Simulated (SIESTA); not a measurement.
Here is a SIESTA 5.4.2 calculation.

The input BiPdSe.fdf:

```
SystemName                      BiPdSe
SystemLabel                     BiPdSe
NumberOfSpecies                 3
NumberOfAtoms                   12
%block ChemicalSpeciesLabel
  1  83 Bi
  2  46 Pd
  3  34 Se
%endblock ChemicalSpeciesLabel

LatticeConstant                 1.0 Ang
%block LatticeVectors
     6.4956637367     0.0000000000     0.0000000000
     0.0000000000     6.4956637367     0.0000000000
     0.0000000000     0.0000000000     6.4956637367
%endblock LatticeVectors
AtomicCoordinatesFormat         Fractional
%block AtomicCoordinatesAndAtomicSpecies
     0.3717131000     0.3717131000     0.3717131000  1  Bi
     0.8717131000     0.1282869000     0.6282869000  1  Bi
     0.6282869000     0.8717131000     0.1282869000  1  Bi
     0.1282869000     0.6282869000     0.8717131000  1  Bi
     0.0108303800     0.0108303800     0.0108303800  2  Pd
     0.5108303800     0.4891696200     0.9891696200  2  Pd
     0.9891696200     0.5108303800     0.4891696200  2  Pd
     0.4891696200     0.9891696200     0.5108303800  2  Pd
     0.6190318100     0.6190318100     0.6190318100  3  Se
     0.1190318100     0.8809681900     0.3809681900  3  Se
     0.3809681900     0.1190318100     0.8809681900  3  Se
     0.8809681900     0.3809681900     0.1190318100  3  Se
%endblock AtomicCoordinatesAndAtomicSpecies

%block kgrid.MonkhorstPack
    4   0   0  0.0
    0   4   0  0.0
    0   0   4  0.0
%endblock kgrid.MonkhorstPack
XC.Functional                   GGA
XC.Authors                      PBEsol
PAO.BasisSize                   DZP
PAO.EnergyShift                 0.003 Ry
Mesh.Cutoff                     800 Ry
OccupationFunction              FD
ElectronicTemperature           0.05 eV
MaxSCFIterations                120
SCF.MustConverge                false
SCF.Mixer.Method                Pulay
SCF.Mixer.Weight                0.25
SCF.Mixer.History               8
SCF.DM.Tolerance                5.0e-05
SCF.H.Tolerance                 1.0e-03 eV
WriteForces                     true
Charge.Mulliken                 end
BandLinesScale                  ReciprocalLatticeVectors
%block BandLines
    1    0.000000   0.000000   0.000000  \Gamma
   11    0.000000   0.500000   0.000000  X
   11    0.500000   0.500000   0.000000  M
   15    0.000000   0.000000   0.000000  \Gamma
   18    0.500000   0.500000   0.500000  R
   15    0.000000   0.500000   0.000000  X
    1    0.500000   0.500000   0.000000  M
   11    0.500000   0.500000   0.500000  R
%endblock BandLines
%block PAO.Basis
  Bi 4
  n=6 0 2
    5.772 0.000
  n=6 1 2
    8.065 0.000
  n=5 2 2
    3.889 0.000
  n=6 2 1
    8.065
  Pd 5
  n=4 0 2
    2.827 0.000
  n=5 0 2
    8.651 0.000
  n=4 1 2
    3.241 0.000
  n=5 1 1
    8.651
  n=4 2 2
    5.842 0.000
  Se 4
  n=4 0 2
    5.129 0.000
  n=4 1 2
    6.708 0.000
  n=3 2 2
    2.662 0.000
  n=4 2 1
    6.708
%endblock PAO.Basis
```

Potentials or basis: PseudoDojo 0.4 standard (PBEsol files), DZP (energy shift 0.003 Ry; two zetas on semicore shells).

The run is started by

```sh
$ siesta BiPdSe.fdf > BiPdSe.out 2>&1
```

(1) Predict the band gap on the k mesh.

(2) What does it give for the largest force?

(3) Predict the pressure.

Answers

(1) none (metal or under the smearing width).

(2) 0.297 eV/Å.

(3) -0.5 GPa.

Caveat: spin-orbit coupling is left out, which moves the levels of the heavy elements; the basis of atomic orbitals isn't converged, which shifts pressures, moduli and gaps.
